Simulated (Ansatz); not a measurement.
# CH4AlNO: two geometries relaxed

Method: RKS BLYP/def2-SVP, in Ansatz 0.2.0.

### Step 1. The structure to begin with

Bond lengths: N1–C2 1.387 Å, C2–O3 1.395 Å, C2–Al4 1.877 Å, O3–Al4 1.808 Å, N1–H5 1.086 Å, N1–H6 1.072 Å, C2–H7 1.139 Å, Al4–H8 1.594 Å. Angles: N1–C2–O3 109.7°, N1–C2–Al4 116.8°, N1–C2–H7 116.1°, O3–C2–Al4 65.2°, O3–C2–H7 112.7°, Al4–C2–H7 123.6°, C2–N1–H5 109.7°, C2–N1–H6 112.0°, H5–N1–H6 103.9°, C2–O3–Al4 70.4°, C2–Al4–O3 44.4°, C2–Al4–H8 138.0°, O3–Al4–H8 157.9°.

Coordinates:

```xyz
8

N    -0.5222    1.1390   -0.0423
C     0.3786    0.0923    0.0882
O     0.2886   -0.4469    1.3716
Al   -0.3424   -1.6387    0.1676
H    -0.6355    1.3948   -1.0917
H    -0.1556    2.0413    0.4050
H     1.4528    0.3138   -0.2207
H    -0.3721   -2.9527   -0.7336
```

### Step 2. Relaxing end A

File input.yaml:

```yaml
crystal:
  periodic: [false, false, false]
  atoms:
    - { symbol: "N", position_ang: [-0.5222, 1.139, -0.0423] }
    - { symbol: C, position_ang: [0.3786, 0.0923, 0.0882] }
    - { symbol: O, position_ang: [0.2886, -0.4469, 1.3716] }
    - { symbol: Al, position_ang: [-0.3424, -1.6387, 0.1676] }
    - { symbol: H, position_ang: [-0.6355, 1.3948, -1.0917] }
    - { symbol: H, position_ang: [-0.1556, 2.0413, 0.405] }
    - { symbol: H, position_ang: [1.4528, 0.3138, -0.2207] }
    - { symbol: H, position_ang: [-0.3721, -2.9527, -0.7336] }
basis:
  gaussian: { orbitals: def2-SVP }
hamiltonian:
  xc: blyp
relax:
  f_tol: 0.015
  max_steps: 40
```

Launch:

```
> ansatz run input.yaml --threads 1 --pin off --max-ram 2048MiB --backend cpu --events-out ev --progress --plain --runs-dir out
```

What time and memory should one allow on 1 thread of Arm Neoverse V1, shared host?

About 84 s, with a peak of 0.14 GiB.
